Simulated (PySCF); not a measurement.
**A gas-phase reaction: Cl3HOSi + ClH → Cl4Si + H2O**

Aim: the reaction energy of `O[Si](Cl)(Cl)Cl` + `Cl` → `Cl[Si](Cl)(Cl)Cl` + `O`.

Programs: PySCF 2.14.0. All values are calculated, for the isolated system unless a continuum is named. Atoms count from 0, parts from 1.

## 1. The system as given

Each species was relaxed by itself at PBE0-D3(BJ)/def2-SVPD.

## 2. Energies of the species: wB97M-D3(BJ)/def2-TZVPD

What the job is given:

```
{"job": {"kind": "react", "xc": "wB97M-D3(BJ)", "basis": "def2-TZVPD"}, "charge": 0, "multiplicity": 1}
-1 Cl3HOSi charge 0 multiplicity 1
O     -0.649680     0.311930    -1.158400
Si     0.240620    -0.148770     0.137540
Cl    -0.880950    -1.236360     1.463470
Cl     0.995270     1.471560     1.140000
Cl     1.765100    -1.291020    -0.578860
H     -1.420440     0.869790    -1.019510

-1 ClH charge 0 multiplicity 1
Cl     0.644700    -0.004650     0.000770
H     -0.643470     0.005820     0.000340

+1 Cl4Si charge 0 multiplicity 1
Cl    -1.476480     0.098970     1.378960
Si     0.005200     0.005950    -0.020120
Cl     0.012180     1.725660    -1.116860
Cl    -0.321340    -1.584940    -1.254640
Cl     1.807080    -0.214210     0.910150

+1 H2O charge 0 multiplicity 1
O     -0.008870     0.389280     0.003370
H      0.767140    -0.177200    -0.005020
H     -0.758240    -0.212050     0.001600
```

Method: wB97M-D3(BJ)/def2-TZVPD reaction energy of separated species, gas phase.

Launch:

```sh
> OMP_NUM_THREADS=1 python cluster_run.py task.json out
```

The driver reads the jobs from task.json and runs them one after another.

**Question.** The jobs that follow are: PBE0-D3(BJ)/def2-TZVPD reaction energy of separated species, gas phase. Predict: reaction energy (wB97M-D3(BJ)/def2-TZVPD); ΔH, ΔG at 298 K (xTB thermal terms). Thermal terms come from harmonic xTB runs on each species.

**Answer**, as computed:

```
                                                quantity                  value
               reaction energy (wB97M-D3(BJ)/def2-TZVPD)          3.84 kcal/mol
                     ΔH, ΔG at 298 K (xTB thermal terms)    +5.6, +6.7 kcal/mol
range of the reaction energy over the runs of this table  2.22 to 3.84 kcal/mol
```

**Reading.** The reaction is endothermic by 5.6 kcal/mol in the gas phase; dispersion gives -0.29, and xTB itself gave 10.29 for the electronic energy (xTB energies and thermal terms come from the earlier relaxation of each species, not shown). No barrier was sought. The reaction energy runs from 2.22 (PBE0-D3(BJ)/def2-TZVPD) to 3.84 kcal/mol (wB97M-D3(BJ)/def2-TZVPD).
